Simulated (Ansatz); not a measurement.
# Nb3Sn: further runs on the relaxed cell

The task here is to estimate one member of a computed series from the others.

Method: DFT PBEsol, scalar-relativistic, plane waves, PAW, in Ansatz 0.2.0.

1 further run of the same task is left out (set aside as unsound or not needed).

### The structure to begin with

The structure is cubic, space group Pm-3n (No. 223). The conventional cell has a = 5.259 Å, b = 5.259 Å, c = 5.259 Å, α = 90.00°, β = 90.00°, γ = 90.00°. Nb (site symmetry -4m2) has 2 Nb at 2.63 Å and 4 Sn at 2.94 Å in its first shell of neighbours. Around Sn (site symmetry m-3) lie 12 Nb at 2.94 Å.

Coordinates:

```
CELL_PARAMETERS angstrom
5.25857 0.00000 0.00000
0.00000 5.25857 0.00000
0.00000 0.00000 5.25857
ATOMIC_POSITIONS crystal
Nb 0.25000 0.00000 0.50000
Nb 0.50000 0.75000 0.00000
Nb 0.75000 0.00000 0.50000
Nb 0.50000 0.25000 0.00000
Nb 0.00000 0.50000 0.75000
Nb 0.00000 0.50000 0.25000
Sn 0.00000 0.00000 0.00000
Sn 0.50000 0.50000 0.50000
```

It is the result of an earlier relaxation at this level (volume 18.18 Å³/atom; gap on the mesh: none (metal)).

The first run:

input.yaml reads:

```yaml
crystal:
  lattice:
    - [5.2585714992, 0.0, 0.0]
    - [0.0, 5.2585714992, 0.0]
    - [0.0, 0.0, 5.2585714992]
  atoms:
    - { symbol: Nb, position: [0.25, 0.0, 0.5] }
    - { symbol: Nb, position: [0.5, 0.75, 0.0] }
    - { symbol: Nb, position: [0.75, 0.0, 0.5] }
    - { symbol: Nb, position: [0.5, 0.25, 0.0] }
    - { symbol: Nb, position: [0.0, 0.5, 0.75] }
    - { symbol: Nb, position: [0.0, 0.5, 0.25] }
    - { symbol: Sn, position: [0.0, 0.0, 0.0] }
    - { symbol: Sn, position: [0.5, 0.5, 0.5] }
basis:
  ecutwfc: 420
kpoints:
  mp_grid: { grid: [8, 8, 8] }
  band_path:
    path:
      - [[0.0, 0.0, 0.0], [0.0, 0.5, 0.0], [0.5, 0.5, 0.0], [0.0, 0.0, 0.0], [0.5, 0.5, 0.5], [0.0, 0.5, 0.0]]
      - [[0.5, 0.5, 0.5], [0.5, 0.5, 0.0]]
    npoints: 14
hamiltonian:
  xc: pbesol
scf:
  occupations: { method: gaussian, width: 0.1 }
  n_extra_bands: 20
output:
  forces: true
  stress: true
  eigenvalues: true
  populations: true
  dos: { projected: true, de: 0.02, nscf_kmesh: { grid: [12, 12, 12] } }
  bader: true
  write_density: true
  write_potential: true
  elf: true
  volumetric_format: npy
```

Launch:

```console
ansatz run input.yaml --threads 2 --pin off --max-ram 5120MiB --backend cpu --events-out ev --progress --plain --runs-dir out
```

Steps of the session up to this table: Static run: bands, density of states and charges; Back to the database's cell; The cell scaled to 0.97 of its volume; The cell scaled to 1.03 of its volume; Point at V/V0 = 0.94; The cell scaled to 1.06 of its volume; The cell scaled to 0.91 of its volume; Volume × 1.10; Volume × 0.88.

One table of the session follows, with a row left open; its other results are not shown here.

It belongs to the step «Fit of the equation of state». 

| volume (Å³/atom) | energy above the lowest point (meV/atom) | pressure (GPa) |
| --- | --- | --- |
| 15.995 | 178.3 | 29.35 |
| 16.541 | ? | ? |
| 17.086 | 39.8 | 12.40 |
| 17.631 | 9.4 | 5.72 |
| 18.177 | 0.0 | 0.00 |
| 18.722 | 8.6 | -4.89 |
| 19.267 | 32.6 | -9.08 |
| 19.994 | 84.8 | -13.74 |

**Question.** Estimate the row for volume (Å³/atom) = 16.541.

Worked estimate for «energy above the lowest point (meV/atom)». A straight line through the neighbours (15.995, 178.3) and (17.086, 39.8) gives 178.3 + (39.8 − 178.3) × (16.541 − 15.995) / (17.086 − 15.995) = 109.0; a parabola fitted to 3 rows on both sides gives 96.0.

**Answer.** energy above the lowest point (meV/atom): 94.7; pressure (GPa): 20.20. In «energy above the lowest point (meV/atom)» the line misses by +14.3 and the parabola by +1.3.
